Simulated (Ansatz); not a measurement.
**PbF2: a single-point run**

Wanted: a converged single-point run for PbF2, and a check of what comes out. The structure is shown as the input types it.

The COD entry's cell or inner coordinates are ideal or old and differ from later refinements, so a difference from it is no clean test against experiment.

Program: Ansatz 0.2.0. Level of theory: density functional or hybrid calculation with the settings of its input, plane waves (as first typed). These are calculated values, not measurements.

3 further runs of the same task are left out: 3 that didn't finish.

## Step 1: The starting structure

It takes space group Fm-3m (No. 225, cubic). Conventional cell: a = 5.892 Å, b = 5.892 Å, c = 5.892 Å, α = 90.00°, β = 90.00°, γ = 90.00°. Around Pb (site symmetry m-3m) lie 8 F at 2.55 Å. F (site symmetry -43m) is surrounded by 4 Pb at 2.55 Å.

Coordinates:

```xyz
3
Lattice="0.0000 2.9458 2.9458 2.9458 0.0000 2.9458 2.9458 2.9458 0.0000" Properties=species:S:1:pos:R:3 pbc="T T T"
Pb    0.0000    0.0000    0.0000
F     1.4729    1.4729    1.4729
F     4.4187    4.4187    4.4187
```

## Step 2: Running it

Input file input.yaml:

```yaml
crystal:
  lattice:
    - [0.0, 2.9458082816, 2.9458082816]
    - [2.9458082816, 0.0, 2.9458082816]
    - [2.9458082816, 2.9458082816, 0.0]
  atoms:
    - { symbol: Pb, position: [0.0, 0.0, 0.0] }
    - { symbol: F, position: [0.25, 0.25, 0.25] }
    - { symbol: F, position: [0.75, 0.75, 0.75] }
kpoints:
  mp_grid: { grid: [1, 1, 1] }
hamiltonian:
  xc: pbe
scf:
  occupations: { method: fixed }
  n_extra_bands: 4
output:
  forces: true
  stress: true
  eigenvalues: true
```

Started as:

```bash
> ansatz run input.yaml --threads 4 --pin off --max-ram 3686MiB --backend cpu --events-out ev --progress --plain --runs-dir out
```

**Question.** How will this run end, and is anything wrong with its input?

This run ends as converged. Convergence says nothing about whether the input makes sense.

Look at the input: kpoints.mp_grid.grid is [1, 1, 1]. One k-point can't sample the Brillouin zone of so small a cell.

To check: set kpoints.mp_grid.grid to [6, 6, 6].
